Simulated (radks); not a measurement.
# Pt²⁹⁺ in [Kr] 4d9.75 4f3 5p0.25: an all-electron calculation

What are the levels of the platinum ion Pt29+, how large are its shells, and how does its energy divide?

Program: radks (a radial shooting solver on a logarithmic mesh, Libxc functionals) version 1. Level of theory: scalar-relativistic Kohn-Sham, HCTH/407, spin-polarised, spherical densities, finite nucleus; open shells are filled with parallel spins first. These are calculated values, not measurements, unless marked.

**1. What is computed**

| Property | Result |
| --- | --- |
| element | platinum (Z = 78) |
| charge | +29 |
| electrons | 49 |
| configuration | [Kr] 4d9.75 4f3 5p0.25 |
| nuclear rms radius | 5.427 fm |

**2. Self-consistent calculation**

Settings of this run:

```text
Z 78
configuration [Kr] 4d9.75 4f3 5p0.25 5s0 5d0
relativity scalar-relativistic
functional hcth_407
spin polarised
nucleus finite rms 5.427 fm
c 137.035999084
```

The run is started by

```console
$ python run_ks.py task.json out
```

The same process makes all the runs of this session.

Q: Predict the outcome of this run.

As calculated:

| quantity | value |
| --- | --- |
| total energy | -18006.9333 hartree |
| exchange-correlation share of it | 1.79 % |
| −T/E | 1.1172 |
| highest occupied level | 5p up, -762.45 eV |
| most extended occupied level | 5p up, <r> = 0.768 bohr |
| radius at density 0.001 e/bohr³ | 1.37 bohr |
| maxima of the radial density | 4 |

5 principal shells are occupied and 4 maxima appear in the radial density; where shells overlap, one shows as a shoulder or not at all. Relativity lifts −T/E to 1.117. This is not the tabulated ground configuration, so its levels and sizes aren't those of the ground state, and no measured value stands beside it.
